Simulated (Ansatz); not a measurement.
# Te2Mo: the cost of one run

Method: DFT LDA, scalar-relativistic, plane waves, PAW, and further levels as typed in the inputs, in Ansatz 0.2.0.

## (1) The structure to begin with

It takes space group P6_3/mmc (No. 194, hexagonal). The conventional cell has a = 3.518 Å, b = 3.518 Å, c = 13.974 Å, α = 90.00°, β = 90.00°, γ = 120.00°. Around Te (site symmetry 3m) lie 3 Mo at 2.72 Å. Mo (site symmetry -6m2) is surrounded by 6 Te at 2.72 Å.

Structure file:

```
CELL_PARAMETERS angstrom
3.51820 0.00000 0.00000
-1.75910 3.04685 0.00000
0.00000 0.00000 13.97360
ATOMIC_POSITIONS crystal
Te 0.33333 0.66667 0.62100
Te 0.66667 0.33333 0.12100
Te 0.33333 0.66667 0.87900
Te 0.66667 0.33333 0.37900
Mo 0.33333 0.66667 0.25000
Mo 0.66667 0.33333 0.75000
```

The structure rests on an entry of the Crystallography Open Database; cell or positions may have been set otherwise for this series.

## (2) Single point: Te2Mo, no spin

Input file input.yaml:

```yaml
crystal:
  lattice:
    - [3.5182, 0.0, 0.0]
    - [-1.7591, 3.0468505756, 0.0]
    - [0.0, 0.0, 13.9736]
  atoms:
    - { symbol: Te, position: [0.3333333333, 0.6666666667, 0.621] }
    - { symbol: Te, position: [0.6666666667, 0.3333333333, 0.121] }
    - { symbol: Te, position: [0.3333333333, 0.6666666667, 0.879] }
    - { symbol: Te, position: [0.6666666667, 0.3333333333, 0.379] }
    - { symbol: Mo, position: [0.3333333333, 0.6666666667, 0.25] }
    - { symbol: Mo, position: [0.6666666667, 0.3333333333, 0.75] }
scf:
  occupations: { method: fixed }
output:
  forces: false
  stress: false
  eigenvalues: true
  eigenstates:
    kpoints:
      - [0.3333333333333, 0.3333333333333, 0]
      - [0, 0, 0]
      - [0.3333333333333, 0.3333333333333, 0.5]
    e_range: [-2.5, 3]
  write_density: true
  write_potential: true
  elf: true
  volumetric_format: npy
kpoints:
  mp_grid: { grid: [9, 9, 2] }
hamiltonian:
  xc: lda
```

Command:

```bash
> ansatz run input.yaml --threads 8 --pin off --max-ram 32768MiB --backend cpu --events-out ev --progress --plain --runs-dir out
```

**Question.** How long does this run take on 8 threads of AMD EPYC 9R14 (Zen 4), shared host, and how much memory does it need?

About 1.3 s, with a peak of 0.77 GiB.
